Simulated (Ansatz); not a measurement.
# C5H13Cl2NOZr: relaxing the structure

What shape does C5H13Cl2NOZr take? The plan is to relax it, and look at its orbitals and charge.

Computed with Ansatz 0.2.0, Gaussian basis. Level: RKS PBE0-D4/def2-TZVP.

The runs, in order: relaxation at PBE0-D4/def2-TZVP; a single point in def2-TZVPP for the fields.

**1. Where the work starts**

23 atoms, charge 0, spin multiplicity 1.

Atoms are counted from 1 here; the program's logs count them from 0.

Bond lengths: C1–O2 1.403 Å, C1–H11 1.105 Å, C1–H12 1.099 Å, C1–H13 1.109 Å, O2–Zr3 1.871 Å, Zr3–Cl4 2.306 Å, Zr3–Cl5 2.316 Å, Zr3–N6 1.985 Å, N6–C7 1.456 Å, N6–H14 1.028 Å, C7–C8 1.547 Å, C7–C9 1.538 Å, C7–C10 1.549 Å, C8–H15 1.090 Å, C8–H16 1.100 Å, C8–H17 1.088 Å, C9–H18 1.087 Å, C9–H19 1.088 Å and more. Angles: O2–C1–H11 110.4°, O2–C1–H12 109.1°, O2–C1–H13 110.9°, H11–C1–H12 108.4°, H11–C1–H13 109.6°, H12–C1–H13 108.4°, C1–O2–Zr3 111.7°, O2–Zr3–Cl4 103.7°, O2–Zr3–Cl5 107.8°, O2–Zr3–N6 119.6°, Cl4–Zr3–Cl5 103.7°, Cl4–Zr3–N6 103.9°, Cl5–Zr3–N6 115.9°, Zr3–N6–C7 107.8°, Zr3–N6–H14 125.0°, C7–N6–H14 109.7°, N6–C7–C8 110.5°, N6–C7–C9 110.6° and more.

Coordinates:

```
C     1.3611   -2.4558   -2.1587
O     0.8839   -1.7216   -1.0623
Zr   -0.0263   -0.1789   -1.6042
Cl   -1.4585   -0.9368   -3.2451
Cl    1.4709    1.1605   -2.7574
N    -1.2192    0.7577   -0.3234
C    -0.5386    0.8102    0.9627
C    -0.6198   -0.5605    1.6747
C    -1.1485    1.9058    1.8536
C     0.9458    1.1439    0.6717
H     0.5367   -3.0131   -2.6380
H     2.1111   -3.1786   -1.8085
H     1.8400   -1.7878   -2.9035
H    -2.2151    0.5444   -0.1810
H    -1.6561   -0.7904    1.9244
H    -0.2349   -1.3427    1.0044
H    -0.0391   -0.5562    2.5953
H    -0.6105    1.9873    2.7944
H    -2.1903    1.6778    2.0692
H    -1.1064    2.8605    1.3341
H     1.4309    0.3026    0.1384
H     1.4824    1.3213    1.6033
H     1.0005    2.0505    0.0557
```

The start is a GFN2-xTB geometry. Zr takes the def2 core potential; no spin-orbit term is included.

**2. Geometry optimisation, PBE0-D4/def2-TZVP**

The input, in.yaml:

```yaml
crystal:
  periodic: [false, false, false]
  atoms:
    - {symbol: C, position_ang: [1.361130, -2.455800, -2.158650]}
    - {symbol: O, position_ang: [0.883910, -1.721620, -1.062320]}
    - {symbol: Zr, position_ang: [-0.026290, -0.178910, -1.604160]}
    - {symbol: Cl, position_ang: [-1.458500, -0.936810, -3.245060]}
    - {symbol: Cl, position_ang: [1.470890, 1.160550, -2.757410]}
    - {symbol: N, position_ang: [-1.219160, 0.757670, -0.323360]}
    - {symbol: C, position_ang: [-0.538650, 0.810230, 0.962660]}
    - {symbol: C, position_ang: [-0.619800, -0.560450, 1.674660]}
    - {symbol: C, position_ang: [-1.148500, 1.905790, 1.853640]}
    - {symbol: C, position_ang: [0.945760, 1.143870, 0.671670]}
    - {symbol: H, position_ang: [0.536710, -3.013100, -2.637970]}
    - {symbol: H, position_ang: [2.111120, -3.178560, -1.808490]}
    - {symbol: H, position_ang: [1.839980, -1.787760, -2.903490]}
    - {symbol: H, position_ang: [-2.215130, 0.544410, -0.180980]}
    - {symbol: H, position_ang: [-1.656060, -0.790430, 1.924430]}
    - {symbol: H, position_ang: [-0.234890, -1.342690, 1.004380]}
    - {symbol: H, position_ang: [-0.039130, -0.556240, 2.595300]}
    - {symbol: H, position_ang: [-0.610460, 1.987260, 2.794450]}
    - {symbol: H, position_ang: [-2.190280, 1.677790, 2.069150]}
    - {symbol: H, position_ang: [-1.106430, 2.860450, 1.334080]}
    - {symbol: H, position_ang: [1.430900, 0.302590, 0.138440]}
    - {symbol: H, position_ang: [1.482370, 1.321290, 1.603340]}
    - {symbol: H, position_ang: [1.000490, 2.050470, 0.055700]}
basis:
  gaussian: {orbitals: def2-TZVP}
hamiltonian: {xc: pbe0, dispersion: d4}
relax: {f_tol: 0.005, max_steps: 150}
```

The run is started by

```sh
$ ansatz run in.yaml --threads 4 --pin off --events-out ev --progress --plain --max-ram 66560MiB --backend cuda --devices 0, --max-vram 37GiB
```

The runs that follow: A single point for the fields.

Q: Predict the results of all the runs planned. Wanted: point group; shift from the start; total energy; dispersion term; dipole moment; HOMO, LUMO.

As calculated:

| quantity | value |
| --- | --- |
| point group | Cs |
| steps | 63 |
| shift from the start (rms) | 1.336 Å |
| total energy | -35253.3048 eV |
| dispersion term | -600 meV |
| dipole moment | 4.28 D |
| HOMO, LUMO | -7.25, -1.07 eV |

In words: The relaxed geometry lies 1.34 Å (rms) from the start; the bond that changed most is Zr3–Cl4, from 2.306 to 2.374 Å. No vibrations were run, so it is not proven to be a minimum. The largest Mulliken charge, +1.44 e, sits on Zr3. The HOMO lies mostly on N6 55 %; H14 7 % and the LUMO on Zr3 66 %; Cl4, Cl5 about 9 % each.
